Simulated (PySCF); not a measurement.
# C2H8BFO: the cost of one run

Computed with PySCF 2.14.0, with density-fitted response routines of our own, on a single molecule in the gas phase. Atoms are numbered from 0 throughout.

### Step 1. Starting geometry

13 atoms, charge 0, multiplicity 1; geometry from: GFN2-xTB. The atoms were then displaced at random by about 0.01 Å, so the start is not that level's minimum.

Bonds of the start (Å): C0–O1 1.42, O1–C2 1.43, O1–B3 1.72, B3–F4 1.38, C0–H5 1.12, C0–H6 1.10, C0–H7 1.06, C2–H8 1.08, C2–H9 1.11, C2–H10 1.08, B3–H11 1.18, B3–H12 1.17.

### Step 2. Geometry optimisation at PBE0-D3(BJ)/def2-SVP

What the job is given:

```
{"job": {"xc": "PBE0", "basis": "def2-SVP", "d3": "d3bj", "grid": 1, "shake": 0.01, "kind": "geom"}, "charge": 0, "multiplicity": 1}
C     -0.773410    -1.072730    -0.444520
O     -0.204310    -0.134670     0.456610
C     -0.682720     1.192720     0.232130
B      1.516460    -0.196670     0.360400
F      1.720620     0.183410    -0.945410
H     -1.884750    -1.002330    -0.347050
H     -0.499160    -0.821970    -1.479060
H     -0.416730    -2.033410    -0.192780
H     -1.751660     1.226760     0.367440
H     -0.202430     1.823830     1.005890
H     -0.385430     1.549980    -0.743240
H      1.744700    -1.339360     0.567550
H      1.824640     0.607550     1.151720
```

Launch:

```
$ OMP_NUM_THREADS=1 python probes_run.py task.json out
```

This one command runs all jobs of the session in turn.

**Question.** How long does this first job take on 1 thread of Arm Neoverse V2, shared host, and how much memory does it need?

About 54 s, with a peak of 0.46 GiB.
